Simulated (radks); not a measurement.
# Ru⁴⁺ in [Kr] 4d4: an all-electron calculation

The task here is to estimate one member of a computed series from the others.

The numbers are computed with radks (a radial shooting solver on a logarithmic mesh, Libxc functionals) version 1 (Dirac Kohn-Sham, BLYP, spin-unpolarised, spherical densities, finite nucleus; open shells are shared between the two j in proportion to 2j + 1), except any that are marked as measured or tabulated.

## What is computed

* element: ruthenium (Z = 44)
* charge: +4
* electrons: 40
* configuration: [Kr] 4d4
* nuclear rms radius: 4.4809 fm

The outer shells:

Ru⁴⁺
```
[Kr] core
4d [↑ ][↑ ][↑ ][↑ ][  ]
```

The first run:

Input:

```text
Z 44
configuration [Kr] 4d4
relativity Dirac
functional b88,lyp
spin unpolarised
j_filling average
nucleus finite rms 4.4809 fm
c 137.035999084
```

On the command line:

```console
$ python run_ks.py task.json out
```

This one command runs every case of the session in turn.

Among the steps run: Self-consistent calculation.

One table of the session follows, with a row left open; its other results are not shown here.

It belongs to the step «Orbitals and density». From the orbitals of this run (lengths in bohr):

```
level      <r>  outermost maximum (interpolated)  90 % within  nodes
1s1/2  0.03344                            0.0217       0.0599      0
2s1/2   0.1453                             0.123        0.225      1
2p1/2   0.1236                            0.0955        0.202      0
2p3/2   0.1284                            0.0995        0.209      0
3s1/2   0.4025                             0.362        0.594      2
3p1/2   0.3956                             0.348        0.598      1
3p3/2   0.4063                             0.358        0.613      1
3d3/2   0.3819                             0.299        0.608      0
3d5/2   0.3854                             0.302        0.613      0
4s1/2    1.003                             0.909         1.45      3
4p1/2    1.076                             0.956         1.58      2
4p3/2        ?                                 ?            ?      ?
4d3/2    1.369                              1.14         2.09      1
4d5/2    1.379                              1.15         2.11      1
```

Estimate the missing values for 4p3/2.

**Answer.** <r>: 1.103; outermost maximum (interpolated): 0.980; 90 % within: 1.62; nodes: 2. In the column «<r>» it lies between 4p1/2 (1.076) and 4d3/2 (1.369).

To keep in mind: Spin polarisation and multiplet splitting are left out.
